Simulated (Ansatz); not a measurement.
**C2H10B2O2: basis-set convergence**

The task here is to estimate one member of a computed series from the others.

Program: Ansatz 0.2.0, Gaussian basis. Level of theory: one geometry, several basis sets. These are calculated values, not measurements.

Levels to be run: PBE0-D4/def2-SVP; ωB97M-V/def2-SVP; PBE0-D4/def2-QZVPP; ωB97M-V/def2-QZVPP; the functionals' def2-TZVPP values are taken from earlier runs.

## The relaxed structure

An earlier PBE0-D4 in a triple-zeta def2 set relaxation fixed the geometry.

SMILES `C[O+]1[BH2-][O+](C)[BH2-]1`, 16 atoms, charge 0, spin multiplicity 1.

Atoms are counted from 1 here; the program's logs count them from 0.

Bond lengths: C1–O2 1.416 Å, C1–H7 1.090 Å, C1–H8 1.093 Å, C1–H9 1.090 Å, O2–B3 1.541 Å, O2–B6 1.541 Å, B3–O4 1.541 Å, B3–H10 1.210 Å, B3–H11 1.202 Å, O4–C5 1.416 Å, O4–B6 1.541 Å, C5–H12 1.093 Å, C5–H13 1.090 Å, C5–H14 1.090 Å, B6–H15 1.210 Å, B6–H16 1.202 Å. Angles: O2–C1–H7 108.4°, O2–C1–H8 110.4°, O2–C1–H9 108.4°, H7–C1–H8 110.0°, H7–C1–H9 109.6°, H8–C1–H9 110.0°, C1–O2–B3 120.1°, C1–O2–B6 120.1°, B3–O2–B6 89.8°, O2–B3–O4 88.2°, O2–B3–H10 110.9°, O2–B3–H11 113.0°, O4–B3–H10 110.9°, O4–B3–H11 113.0°, H10–B3–H11 117.2°, B3–O4–C5 120.1°, B3–O4–B6 89.8°, C5–O4–B6 120.1° and more.

The first run:

in.yaml

```yaml
crystal:
  periodic: [false, false, false]
  atoms:
    - {symbol: C, position_ang: [-1.676031, -1.294033, -0.772883]}
    - {symbol: O, position_ang: [-0.723610, -0.260000, -0.945032]}
    - {symbol: B, position_ang: [0.768124, -0.530223, -0.671398]}
    - {symbol: O, position_ang: [0.853886, 0.867020, -0.028326]}
    - {symbol: C, position_ang: [1.623388, 1.063171, 1.144429]}
    - {symbol: B, position_ang: [-0.684085, 0.925471, 0.037967]}
    - {symbol: H, position_ang: [-1.480746, -2.068401, -1.514655]}
    - {symbol: H, position_ang: [-1.604640, -1.713393, 0.233918]}
    - {symbol: H, position_ang: [-2.669868, -0.876437, -0.933844]}
    - {symbol: H, position_ang: [0.905062, -1.398631, 0.160584]}
    - {symbol: H, position_ang: [1.420148, -0.625646, -1.676123]}
    - {symbol: H, position_ang: [1.308735, 0.367786, 1.926760]}
    - {symbol: H, position_ang: [1.483304, 2.090758, 1.479762]}
    - {symbol: H, position_ang: [2.672535, 0.898982, 0.898784]}
    - {symbol: H, position_ang: [-1.082963, 0.594184, 1.131687]}
    - {symbol: H, position_ang: [-1.136137, 1.936790, -0.427430]}
basis:
  gaussian: {orbitals: def2-SVP}
hamiltonian: {xc: pbe0, dispersion: d4}
output: {orbitals: {seedname: orbitals}}
```

Command:

```console
$ ansatz run in.yaml --threads 4 --pin off --events-out ev --progress --plain --max-ram 11315MiB
```

Steps of the session up to this table: PBE0-D4 in def2-SVP; ωB97M-V in def2-SVP; PBE0-D4 in def2-QZVPP; ωB97M-V in def2-QZVPP.

One table of the session follows, with a row left open; its other results are not shown here.

It belongs to the step «Density functionals: the series». 

| functional | basis | HOMO (eV) | LUMO (eV) |
| --- | --- | --- | --- |
| PBE0-D4 | def2-SVP | ? | ? |
| PBE0-D4 | def2-TZVPP | -7.66 | 0.62 |
| PBE0-D4 | def2-QZVPP | -7.67 | 0.43 |
| ωB97M-V | def2-SVP | -9.89 | 2.93 |
| ωB97M-V | def2-TZVPP | -10.02 | 2.15 |
| ωB97M-V | def2-QZVPP | -10.03 | 1.66 |

Q: Estimate the row for PBE0-D4, def2-SVP from the others.

**Answer.** HOMO (eV): -7.56; LUMO (eV): 1.13. In the column «HOMO (eV)» it is the highest.
